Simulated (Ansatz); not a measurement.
**C₂H₅FGeO: basis-set convergence**

How large a basis does C₂H₅FGeO need? Two functionals are run in growing sets.

The runs use Ansatz 0.2.0, Gaussian basis; one geometry, several basis sets.

The runs, in order: PBE0-D4/def2-SVP; ωB97M-V/def2-SVP; PBE0-D4/def2-QZVPP; ωB97M-V/def2-QZVPP; the functionals' def2-TZVPP values are taken from earlier runs.

### Step 1. The relaxed structure

The geometry comes from an earlier relaxation with PBE0-D4 in a triple-zeta def2 set; it is a stationary point, not always the lowest conformer.

SMILES `O/C(F)=[CH]\[GeH3]`, 10 atoms, charge 0, spin multiplicity 1.

Atoms are counted from 1 here; the program's logs count them from 0.

Bond lengths: O1–C2 1.334 Å, O1–H6 0.963 Å, C2–F3 1.339 Å, C2–C4 1.322 Å, C4–Ge5 1.928 Å, C4–H7 1.081 Å, Ge5–H8 1.538 Å, Ge5–H9 1.538 Å, Ge5–H10 1.537 Å. Angles: C2–O1–H6 109.3°, O1–C2–F3 111.2°, O1–C2–C4 125.9°, F3–C2–C4 122.9°, C2–C4–Ge5 122.3°, C2–C4–H7 116.7°, Ge5–C4–H7 121.0°, C4–Ge5–H8 111.1°, C4–Ge5–H9 111.1°, C4–Ge5–H10 107.9°, H8–Ge5–H9 108.5°, H8–Ge5–H10 109.1°, H9–Ge5–H10 109.1°.

### Step 2. PBE0-D4 in def2-SVP

in.yaml reads:

```yaml
crystal:
  periodic: [false, false, false]
  atoms:
    - {symbol: O, position_ang: [-1.247759, 0.826214, 1.041414]}
    - {symbol: C, position_ang: [0.058397, 0.572977, 1.134963]}
    - {symbol: F, position_ang: [0.563773, 1.050845, 2.279023]}
    - {symbol: C, position_ang: [0.790912, -0.063434, 0.236417]}
    - {symbol: Ge, position_ang: [0.045746, -0.744943, -1.406214]}
    - {symbol: H, position_ang: [-1.536808, 1.302506, 1.826735]}
    - {symbol: H, position_ang: [1.840475, -0.187169, 0.465497]}
    - {symbol: H, position_ang: [-1.055211, -1.781857, -1.125981]}
    - {symbol: H, position_ang: [-0.556605, 0.389233, -2.252730]}
    - {symbol: H, position_ang: [1.180280, -1.415571, -2.196223]}
basis:
  gaussian: {orbitals: def2-SVP}
hamiltonian: {xc: pbe0, dispersion: d4}
output: {orbitals: {seedname: orbitals}}
```

Run with:

```bash
$ ansatz run in.yaml --threads 4 --pin off --events-out ev --progress --plain --max-ram 10444MiB
```

After this run come: ωB97M-V in def2-SVP; PBE0-D4 in def2-QZVPP; ωB97M-V in def2-QZVPP.

**Question.** What will the summary of the whole plan be? Wanted: PBE0-D4: double and triple zeta above quadruple; ωB97M-V: double and triple zeta above quadruple.

As calculated:

| quantity | value |
| --- | --- |
| PBE0-D4: double and triple zeta above quadruple | 16.85, 1.59 eV |
| ωB97M-V: double and triple zeta above quadruple | 17.01, 1.54 eV |

**Reading.** PBE0-D4 gains 15.26 eV from double to triple zeta, then 1.59 eV more. These are total energies; as a rule much of such shifts cancels in differences, which this series doesn't test. The LUMO of ωB97M-V is positive and keeps falling with the basis (2.65 to 1.55 eV): an unbound level that the basis holds in place.
